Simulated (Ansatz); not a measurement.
**CH₈AlBSi: one species, many methods**

One table from this session's results is given with a row withheld; the runs are named, their logs left out.

Program: Ansatz 0.2.0, Gaussian basis. Level of theory: functionals in def2-TZVPP, the program's frozen cores in correlated methods. These are calculated values, not measurements.

Levels to be run: LDA (SPW92), PBE-D4, revPBE-D4, BLYP-D4, r2SCAN-D4, B97M-V, PBE0-D4, B3LYP-D4, r2SCANh-D4, r2SCAN0-D4, HSE06-D4, BHLYP-D4, CAM-B3LYP-D4, LC-ωPBE, ωB97X-V, ωB97M-V, B2PLYP, PBE-QIDH; CCSD(T)/def2-SVP; CCSD(T)/def2-TZVPP; MP2/def2-QZVPP; extrapolation to the limit; RPA on PBE.

## The geometry

The geometry comes from an earlier relaxation with PBE0-D4 in a triple-zeta def2 set; it is a stationary point, not always the lowest conformer.

SMILES `CB[SiH2][AlH2]`, 12 atoms, charge 0, spin multiplicity 1.

Atoms are counted from 1 here; the program's logs count them from 0.

Bond lengths: C1–B2 1.555 Å, C1–H5 1.094 Å, C1–H6 1.091 Å, C1–H7 1.103 Å, B2–Si3 1.992 Å, B2–H8 1.202 Å, Si3–Al4 2.463 Å, Si3–H9 1.494 Å, Si3–H10 1.491 Å, Al4–H11 1.589 Å, Al4–H12 1.590 Å. Angles: B2–C1–H5 113.2°, B2–C1–H6 116.2°, B2–C1–H7 104.8°, H5–C1–H6 109.8°, H5–C1–H7 104.8°, H6–C1–H7 106.9°, C1–B2–Si3 123.5°, C1–B2–H8 118.5°, Si3–B2–H8 118.0°, B2–Si3–Al4 101.8°, B2–Si3–H9 113.6°, B2–Si3–H10 115.0°, Al4–Si3–H9 107.4°, Al4–Si3–H10 109.3°, H9–Si3–H10 109.3°, Si3–Al4–H11 121.4°, Si3–Al4–H12 119.7°, H11–Al4–H12 118.8°.

Set-up of the first run:

Input file in.yaml:

```yaml
crystal:
  periodic: [false, false, false]
  atoms:
    - {symbol: C, position_ang: [-1.089758, 1.681272, 0.152336]}
    - {symbol: B, position_ang: [-0.058585, 0.751973, 0.853778]}
    - {symbol: Si, position_ang: [1.343284, -0.270416, -0.124540]}
    - {symbol: Al, position_ang: [0.176825, -2.383645, -0.613859]}
    - {symbol: H, position_ang: [-2.101576, 1.587799, 0.558727]}
    - {symbol: H, position_ang: [-1.122007, 1.630421, -0.937117]}
    - {symbol: H, position_ang: [-0.772780, 2.703919, 0.415976]}
    - {symbol: H, position_ang: [-0.144751, 0.594310, 2.041786]}
    - {symbol: H, position_ang: [1.725520, 0.341370, -1.432883]}
    - {symbol: H, position_ang: [2.576494, -0.559678, 0.661801]}
    - {symbol: H, position_ang: [0.400870, -3.679298, 0.278356]}
    - {symbol: H, position_ang: [-0.856537, -2.453028, -1.820358]}
basis:
  gaussian: {orbitals: def2-TZVPP}
hamiltonian: {xc: lda}
output: {orbitals: {seedname: orbitals}}
```

On the command line:

```console
ansatz run in.yaml --threads 2 --pin off --events-out ev --progress --plain --max-ram 4352MiB
```

Steps of the session up to this table: LDA; PBE-D4 (GGA); revPBE-D4 (GGA); BLYP-D4 (GGA); r2SCAN-D4 (meta-GGA); B97M-V (meta-GGA); PBE0-D4 (hybrid); B3LYP-D4 (hybrid); r2SCANh-D4 (hybrid); r2SCAN0-D4 (hybrid); HSE06-D4 (hybrid); BHLYP-D4 (hybrid); CAM-B3LYP-D4 (range-separated); LC-ωPBE (range-separated); ωB97X-V (range-separated); ωB97M-V (range-separated); B2PLYP (double hybrid); PBE-QIDH (double hybrid).

One of the session's tables, all rows but one given; the rest of the session is left out.

It belongs to the step «Orbital energies across the functionals». 

```
  functional  HOMO (eV)  LUMO (eV)  gap (eV)
 LDA (SPW92)      -6.21      -3.42      2.79
      PBE-D4      -6.13      -3.21      2.91
   revPBE-D4      -6.09      -3.12      2.97
     BLYP-D4          ?          ?         ?
   r2SCAN-D4      -6.34      -2.99      3.34
      B97M-V      -6.43      -3.14      3.29
     PBE0-D4      -7.12      -2.42      4.70
    B3LYP-D4      -6.94      -2.58      4.35
  r2SCANh-D4      -6.70      -2.71      3.99
  r2SCAN0-D4      -7.26      -2.31      4.95
    HSE06-D4      -6.74      -2.80      3.94
    BHLYP-D4      -8.02      -1.55      6.47
CAM-B3LYP-D4      -8.33      -1.41      6.92
     LC-ωPBE      -9.60      -0.37      9.23
     ωB97X-V      -9.29      -0.47      8.82
     ωB97M-V      -9.07      -0.71      8.36
```

Estimate the missing values for BLYP-D4.

Worked estimate for «HOMO (eV)». Against the share of exact exchange, B3LYP-D4 (0.2, -6.94), BHLYP-D4 (0.5, -8.02) give a slope of -3.60 per unit share; at 0 the line stands at -6.22.

As computed: HOMO (eV): -5.98; LUMO (eV): -3.05; gap (eV): 2.93. In «HOMO (eV)» the line misses by -0.24.
